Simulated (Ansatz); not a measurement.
**AuH₈NOSi₂: up Jacob's ladder to CCSD(T)**

The task here is to estimate one member of a computed series from the others.

Program: Ansatz 0.2.0, Gaussian basis. Level of theory: functionals in def2-TZVPP, the program's frozen cores in correlated methods. These are calculated values, not measurements.

Plan: LDA (SPW92), PBE-D4, revPBE-D4, BLYP-D4, r2SCAN-D4, B97M-V, PBE0-D4, B3LYP-D4, r2SCANh-D4, r2SCAN0-D4, HSE06-D4, BHLYP-D4, CAM-B3LYP-D4, LC-ωPBE, ωB97X-V, ωB97M-V, B2PLYP, PBE-QIDH; CCSD(T)/def2-SVP; CCSD(T)/def2-TZVPP; MP2/def2-QZVPP; extrapolation to the limit; RPA on PBE.

## The relaxed structure

All runs share one geometry, relaxed beforehand with PBE0-D4 in a triple-zeta def2 set. Au takes the def2 core potential; no spin-orbit term is included.

SMILES `[OH2+][Au-][N]([SiH3])[SiH3]`, 13 atoms, charge 0, spin multiplicity 1.

Atoms are counted from 1 here; the program's logs count them from 0.

Bond lengths: O1–Au2 2.140 Å, O1–H6 0.963 Å, O1–H7 0.963 Å, Au2–N3 1.970 Å, N3–Si4 1.712 Å, N3–Si5 1.711 Å, Si4–H8 1.492 Å, Si4–H9 1.493 Å, Si4–H10 1.493 Å, Si5–H11 1.491 Å, Si5–H12 1.493 Å, Si5–H13 1.494 Å. Angles: Au2–O1–H6 111.7°, Au2–O1–H7 111.7°, H6–O1–H7 107.2°, O1–Au2–N3 179.7°, Au2–N3–Si4 115.9°, Au2–N3–Si5 115.5°, Si4–N3–Si5 128.6°, N3–Si4–H8 108.7°, N3–Si4–H9 112.8°, N3–Si4–H10 112.9°, H8–Si4–H9 108.1°, H8–Si4–H10 108.1°, H9–Si4–H10 106.1°, N3–Si5–H11 109.0°, N3–Si5–H12 112.8°, N3–Si5–H13 112.9°, H11–Si5–H12 108.0°, H11–Si5–H13 108.0° and more.

Set-up of the first run:

Contents of in.yaml:

```yaml
crystal:
  periodic: [false, false, false]
  atoms:
    - {symbol: O, position_ang: [-1.287048, 2.988521, -1.359941]}
    - {symbol: Au, position_ang: [-0.495315, 1.193711, -0.504470]}
    - {symbol: N, position_ang: [0.236641, -0.452678, 0.290946]}
    - {symbol: Si, position_ang: [1.074119, -0.258908, 1.771424]}
    - {symbol: Si, position_ang: [-0.042162, -1.887445, -0.598316]}
    - {symbol: H, position_ang: [-2.240402, 2.932695, -1.485114]}
    - {symbol: H, position_ang: [-0.896956, 3.175950, -2.220358]}
    - {symbol: H, position_ang: [1.550595, -1.595504, 2.230932]}
    - {symbol: H, position_ang: [0.219336, 0.324059, 2.847408]}
    - {symbol: H, position_ang: [2.260290, 0.639939, 1.653878]}
    - {symbol: H, position_ang: [0.562999, -3.036988, 0.134193]}
    - {symbol: H, position_ang: [-1.494621, -2.175636, -0.792786]}
    - {symbol: H, position_ang: [0.552534, -1.847716, -1.967797]}
basis:
  gaussian: {orbitals: def2-TZVPP}
hamiltonian: {xc: lda}
output: {orbitals: {seedname: orbitals}}
```

The run is started by

```sh
ansatz run in.yaml --threads 2 --pin off --events-out ev --progress --plain --max-ram 22528MiB --backend cuda --devices 0, --max-vram 18GiB
```

Among the steps run: LDA; PBE-D4 (GGA); revPBE-D4 (GGA); BLYP-D4 (GGA); r2SCAN-D4 (meta-GGA); B97M-V (meta-GGA); PBE0-D4 (hybrid); B3LYP-D4 (hybrid); r2SCANh-D4 (hybrid); r2SCAN0-D4 (hybrid); HSE06-D4 (hybrid); BHLYP-D4 (hybrid); CAM-B3LYP-D4 (range-separated); LC-ωPBE (range-separated); ωB97X-V (range-separated); ωB97M-V (range-separated); B2PLYP (double hybrid); PBE-QIDH (double hybrid).

One of the session's tables, all rows but one given; the rest of the session is left out.

It belongs to the step «Orbital energies across the functionals». 

```
  functional  HOMO (eV)  LUMO (eV)  gap (eV)
 LDA (SPW92)      -5.20      -2.46      2.75
      PBE-D4      -5.06      -2.29      2.77
   revPBE-D4      -5.00      -2.21      2.79
     BLYP-D4      -4.94      -2.29      2.66
   r2SCAN-D4      -5.28      -1.83      3.45
      B97M-V      -5.43      -2.14      3.30
     PBE0-D4      -6.27      -1.39      4.87
    B3LYP-D4      -6.07      -1.74      4.34
  r2SCANh-D4      -5.75      -1.53      4.22
  r2SCAN0-D4      -6.44      -1.09      5.36
    HSE06-D4      -5.87      -1.76      4.11
    BHLYP-D4      -7.41      -0.68      6.73
CAM-B3LYP-D4          ?          ?         ?
     LC-ωPBE      -8.83       0.75      9.57
     ωB97X-V      -8.55       0.54      9.09
     ωB97M-V      -8.49       0.17      8.65
```

Estimate the missing values for CAM-B3LYP-D4.

As computed: HOMO (eV): -7.57; LUMO (eV): -0.57; gap (eV): 7.01. In the column «HOMO (eV)» it lies between ωB97M-V (-8.49) and BHLYP-D4 (-7.41).
